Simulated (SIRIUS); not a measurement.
# NiMoIrPdW (P3m1) in SIRIUS: a series of runs, part 3 of 5

SIRIUS 7.12.0.

**4. Equation of state, BPBE, collinear spin, zero start, 14.67 Å³/atom (volume scaled by 0.98)**

Contents of sirius.json:

```json
{
  "control": {
    "processing_unit": "cpu",
    "std_evp_solver_name": "lapack",
    "gen_evp_solver_name": "lapack",
    "verbosity": 2,
    "print_forces": false,
    "ortho_rf": true,
    "use_second_variation": true,
    "rmt_max": 3.0,
    "num_bands_to_print": 24,
    "save_wf": true
  },
  "parameters": {
    "electronic_structure_method": "full_potential_lapwlo",
    "xc_functionals": ["XC_GGA_X_B88", "XC_GGA_C_PBE"],
    "core_relativity": "dirac",
    "valence_relativity": "zora",
    "num_fv_states": 85,
    "smearing": "fermi_dirac",
    "smearing_width": 0.0018374661,
    "pw_cutoff": 20,
    "gk_cutoff": 3.93,
    "lmax_apw": 11,
    "lmax_rho": 8,
    "lmax_pot": 8,
    "num_mag_dims": 1,
    "auto_rmt": 0,
    "ngridk": [4, 4, 1],
    "shiftk": [0, 0, 0],
    "num_dft_iter": 80,
    "energy_tol": 1e-07,
    "density_tol": 1e-05,
    "use_symmetry": true
  },
  "settings": {"tol_ne": 1e-10},
  "iterative_solver": {"type": "exact"},
  "mixer": {"type": "anderson", "beta": 0.4, "max_history": 8},
  "unit_cell": {
    "lattice_vectors": [[5.18210282, -0.0, -0.0], [-2.5910514099, 4.4878221489, 0.0], [-0.0, 0.0, 21.2866251025]],
    "atom_types": ["Ir", "Mo", "Ni", "Pd", "W"],
    "atom_files": {"Ir": "Ir.json", "Mo": "Mo.json", "Ni": "Ni.json", "Pd": "Pd.json", "W": "W.json"},
    "atoms": {
      "Ir": [[0.0, 0.0, 1.1944766474, 0.0, 0.0, 0.0]],
      "Mo": [[1.3711390697, 0.7916098198, 3.3145487882, 0.0, 0.0, 0.0]],
      "Ni": [[0.0, 0.0, 7.9883723505, 0.0, 0.0, 0.0]],
      "Pd": [[1.3711390697, 0.7916098198, 10.1268054582, 0.0, 0.0, 0.0]],
      "W": [[1.3711390697, 0.7916098198, 5.9612314841, 0.0, 0.0, 0.0]]
    },
    "atom_coordinate_units": "A"
  }
}
```

Contents of Ir.json:

```json
{
  "name": "iridium",
  "symbol": "Ir",
  "number": 77,
  "mass": 192.217,
[... 35 lines left out ...]
    {"l": 2, "basis": [{"enu": 0.23, "dme": 1, "n": 0, "auto": 0}, {"enu": 0.23, "dme": 2, "n": 0, "auto": 0}]},
    {"l": 2, "basis": [{"enu": 0.23, "dme": 0, "n": 0, "auto": 0}, {"enu": 2.787, "dme": 0, "n": 0, "auto": 0}]},
    {"l": 3, "basis": [{"enu": 0.23, "dme": 0, "n": 0, "auto": 0}, {"enu": 0.23, "dme": 1, "n": 0, "auto": 0}]},
    {
      "l": 3,
      "basis": [{"enu": -1.8396, "dme": 0, "n": 4, "auto": 1}, {"enu": -1.8396, "dme": 1, "n": 4, "auto": 1}]
    },
    {
      "l": 3,
      "basis": [{"enu": -1.8396, "dme": 1, "n": 4, "auto": 1}, {"enu": 0.23, "dme": 0, "n": 0, "auto": 0}]
    },
    {"l": 3, "basis": [{"enu": 0.23, "dme": 0, "n": 0, "auto": 0}, {"enu": 4.0327, "dme": 0, "n": 0, "auto": 0}]},
    {"l": 4, "basis": [{"enu": 0.23, "dme": 0, "n": 0, "auto": 0}, {"enu": 0.23, "dme": 1, "n": 0, "auto": 0}]},
    {"l": 4, "basis": [{"enu": 0.23, "dme": 0, "n": 0, "auto": 0}, {"enu": 3.3771, "dme": 0, "n": 0, "auto": 0}]}
  ],
  "free_atom": [... radial grid and density of the free atom, the start of the SCF ...]
}
```

Contents of Mo.json:

```json
{
  "name": "molybdenum",
  "symbol": "Mo",
  "number": 42,
  "mass": 95.96,
  "rmin": 1e-06,
  "rmt": 2.38,
  "nrmt": 800,
  "rinf": 17.03,
  "core": "1s2s2p3s3p3d",
  "valence": [
[... 21 lines left out ...]
    },
    {
      "l": 1,
      "basis": [{"enu": -1.0413, "dme": 1, "n": 4, "auto": 1}, {"enu": 0.23, "dme": 0, "n": 0, "auto": 0}]
    },
    {"l": 1, "basis": [{"enu": 0.23, "dme": 0, "n": 0, "auto": 0}, {"enu": 3.4784, "dme": 0, "n": 0, "auto": 0}]},
    {"l": 2, "basis": [{"enu": 0.23, "dme": 0, "n": 0, "auto": 0}, {"enu": 0.23, "dme": 1, "n": 0, "auto": 0}]},
    {"l": 2, "basis": [{"enu": 0.23, "dme": 1, "n": 0, "auto": 0}, {"enu": 0.23, "dme": 2, "n": 0, "auto": 0}]},
    {"l": 2, "basis": [{"enu": 0.23, "dme": 0, "n": 0, "auto": 0}, {"enu": 2.984, "dme": 0, "n": 0, "auto": 0}]},
    {"l": 3, "basis": [{"enu": 0.23, "dme": 0, "n": 0, "auto": 0}, {"enu": 0.23, "dme": 1, "n": 0, "auto": 0}]},
    {"l": 3, "basis": [{"enu": 0.23, "dme": 0, "n": 0, "auto": 0}, {"enu": 3.3018, "dme": 0, "n": 0, "auto": 0}]}
  ],
  "free_atom": [... radial grid and density of the free atom, the start of the SCF ...]
}
```

Contents of Ni.json:

```json
{
  "name": "nickel",
  "symbol": "Ni",
  "number": 28,
  "mass": 58.6934,
  "rmin": 1e-06,
  "rmt": 2.24,
  "nrmt": 800,
  "rinf": 14.89,
  "core": "1s2s2p",
  "valence": [
[... 24 lines left out ...]
      "basis": [{"enu": -2.1709, "dme": 1, "n": 3, "auto": 1}, {"enu": 0.23, "dme": 0, "n": 0, "auto": 0}]
    },
    {"l": 1, "basis": [{"enu": 0.23, "dme": 0, "n": 0, "auto": 0}, {"enu": 3.8971, "dme": 0, "n": 0, "auto": 0}]},
    {
      "l": 2,
      "basis": [{"enu": 0.2191, "dme": 0, "n": 0, "auto": 0}, {"enu": 0.2191, "dme": 1, "n": 0, "auto": 0}]
    },
    {
      "l": 2,
      "basis": [{"enu": 0.2191, "dme": 1, "n": 0, "auto": 0}, {"enu": 0.2191, "dme": 2, "n": 0, "auto": 0}]
    },
    {
      "l": 2,
      "basis": [{"enu": 0.2191, "dme": 0, "n": 0, "auto": 0}, {"enu": 3.3281, "dme": 0, "n": 0, "auto": 0}]
    },
    {"l": 3, "basis": [{"enu": 0.23, "dme": 0, "n": 0, "auto": 0}, {"enu": 0.23, "dme": 1, "n": 0, "auto": 0}]},
    {"l": 3, "basis": [{"enu": 0.23, "dme": 0, "n": 0, "auto": 0}, {"enu": 3.6978, "dme": 0, "n": 0, "auto": 0}]}
  ],
  "free_atom": [... radial grid and density of the free atom, the start of the SCF ...]
}
```

Contents of Pd.json:

```json
{
  "name": "palladium",
  "symbol": "Pd",
  "number": 46,
  "mass": 106.42,
  "rmin": 1e-06,
  "rmt": 2.38,
  "nrmt": 800,
  "rinf": 14.72,
  "core": "1s2s2p3s3p3d",
  "valence": [
[... 15 lines left out ...]
    },
    {
      "l": 1,
      "basis": [{"enu": -1.4949, "dme": 1, "n": 4, "auto": 1}, {"enu": 0.23, "dme": 0, "n": 0, "auto": 0}]
    },
    {"l": 1, "basis": [{"enu": 0.23, "dme": 0, "n": 0, "auto": 0}, {"enu": 3.4784, "dme": 0, "n": 0, "auto": 0}]},
    {"l": 2, "basis": [{"enu": 0.23, "dme": 0, "n": 0, "auto": 0}, {"enu": 0.23, "dme": 1, "n": 0, "auto": 0}]},
    {"l": 2, "basis": [{"enu": 0.23, "dme": 1, "n": 0, "auto": 0}, {"enu": 0.23, "dme": 2, "n": 0, "auto": 0}]},
    {"l": 2, "basis": [{"enu": 0.23, "dme": 0, "n": 0, "auto": 0}, {"enu": 2.984, "dme": 0, "n": 0, "auto": 0}]},
    {"l": 3, "basis": [{"enu": 0.23, "dme": 0, "n": 0, "auto": 0}, {"enu": 0.23, "dme": 1, "n": 0, "auto": 0}]},
    {"l": 3, "basis": [{"enu": 0.23, "dme": 0, "n": 0, "auto": 0}, {"enu": 3.3018, "dme": 0, "n": 0, "auto": 0}]}
  ],
  "free_atom": [... radial grid and density of the free atom, the start of the SCF ...]
}
```

Contents of W.json:

```json
{
  "name": "tungsten",
  "symbol": "W",
  "number": 74,
  "mass": 183.84,
[... 35 lines left out ...]
    {"l": 2, "basis": [{"enu": 0.23, "dme": 1, "n": 0, "auto": 0}, {"enu": 0.23, "dme": 2, "n": 0, "auto": 0}]},
    {"l": 2, "basis": [{"enu": 0.23, "dme": 0, "n": 0, "auto": 0}, {"enu": 2.787, "dme": 0, "n": 0, "auto": 0}]},
    {"l": 3, "basis": [{"enu": 0.23, "dme": 0, "n": 0, "auto": 0}, {"enu": 0.23, "dme": 1, "n": 0, "auto": 0}]},
    {
      "l": 3,
      "basis": [{"enu": -0.8362, "dme": 0, "n": 4, "auto": 1}, {"enu": -0.8362, "dme": 1, "n": 4, "auto": 1}]
    },
    {
      "l": 3,
      "basis": [{"enu": -0.8362, "dme": 1, "n": 4, "auto": 1}, {"enu": 0.23, "dme": 0, "n": 0, "auto": 0}]
    },
    {"l": 3, "basis": [{"enu": 0.23, "dme": 0, "n": 0, "auto": 0}, {"enu": 4.0327, "dme": 0, "n": 0, "auto": 0}]},
    {"l": 4, "basis": [{"enu": 0.23, "dme": 0, "n": 0, "auto": 0}, {"enu": 0.23, "dme": 1, "n": 0, "auto": 0}]},
    {"l": 4, "basis": [{"enu": 0.23, "dme": 0, "n": 0, "auto": 0}, {"enu": 3.3771, "dme": 0, "n": 0, "auto": 0}]}
  ],
  "free_atom": [... radial grid and density of the free atom, the start of the SCF ...]
}
```

Contents of sirius_start.json:

```json
{
  "control": {
    "processing_unit": "cpu",
    "std_evp_solver_name": "lapack",
    "gen_evp_solver_name": "lapack",
    "verbosity": 1,
    "print_forces": false,
    "ortho_rf": true,
    "use_second_variation": true,
    "rmt_max": 3.0,
    "num_bands_to_print": 24,
    "save_wf": false
  },
  "parameters": {
    "electronic_structure_method": "full_potential_lapwlo",
    "xc_functionals": ["XC_LDA_X", "XC_LDA_C_PW"],
    "core_relativity": "dirac",
    "valence_relativity": "zora",
    "num_fv_states": 85,
    "smearing": "fermi_dirac",
    "smearing_width": 0.0055123983,
    "pw_cutoff": 20,
    "gk_cutoff": 3.14,
    "lmax_apw": 11,
    "lmax_rho": 8,
    "lmax_pot": 8,
    "num_mag_dims": 1,
    "auto_rmt": 0,
    "ngridk": [2, 2, 1],
    "shiftk": [0, 0, 0],
    "num_dft_iter": 30,
    "energy_tol": 0.01,
    "density_tol": 0.05,
    "use_symmetry": true
  },
  "settings": {"tol_ne": 1e-10},
  "iterative_solver": {"type": "exact"},
  "mixer": {"type": "anderson", "beta": 0.4, "max_history": 8},
  "unit_cell": {
    "lattice_vectors": [[5.18210282, -0.0, -0.0], [-2.5910514099, 4.4878221489, 0.0], [-0.0, 0.0, 21.2866251025]],
    "atom_types": ["Ir", "Mo", "Ni", "Pd", "W"],
    "atom_files": {"Ir": "Ir.json", "Mo": "Mo.json", "Ni": "Ni.json", "Pd": "Pd.json", "W": "W.json"},
    "atoms": {
      "Ir": [[0.0, 0.0, 1.1944766474, 0.0, 0.0, 0.0]],
      "Mo": [[1.3711390697, 0.7916098198, 3.3145487882, 0.0, 0.0, 0.0]],
      "Ni": [[0.0, 0.0, 7.9883723505, 0.0, 0.0, 0.0]],
      "Pd": [[1.3711390697, 0.7916098198, 10.1268054582, 0.0, 0.0, 0.0]],
      "W": [[1.3711390697, 0.7916098198, 5.9612314841, 0.0, 0.0, 0.0]]
    },
    "atom_coordinate_units": "A"
  }
}
```

On the command line:

```sh
OMP_NUM_THREADS=2 sirius.scf --input=sirius_start.json --output=start.json
OMP_NUM_THREADS=2 sirius.scf --input=sirius.json --output=output.json --task=1
```

It took 12 min on 2 threads of Intel Xeon 6975P-C (Granite Rapids), shared host; peak memory 1.2 GiB.

The run converged, but some of its settings lie outside the range that counts as converged, so its numbers aren't taken as properties of the crystal.

What came out:

| Quantity | Value |
| --- | --- |
| Free energy | -1214882.7275 eV |
| Band gap on the k mesh | none (metal or under the smearing width) |
| Net moment | 0.00 μB per cell |
| All electrons inside the program's atomic spheres | Ni 26.93; Mo 40.01; Pd 44.56; Ir 75.44; W 72.00 (radii Ir 2.47, Mo 2.38, Ni 2.24, Pd 2.38, W 2.47 bohr) |

Caveat: the k mesh is coarse (spacing up to 0.66 Å⁻¹), so the values aren't converged.

(Continued in part 4 of 5.)
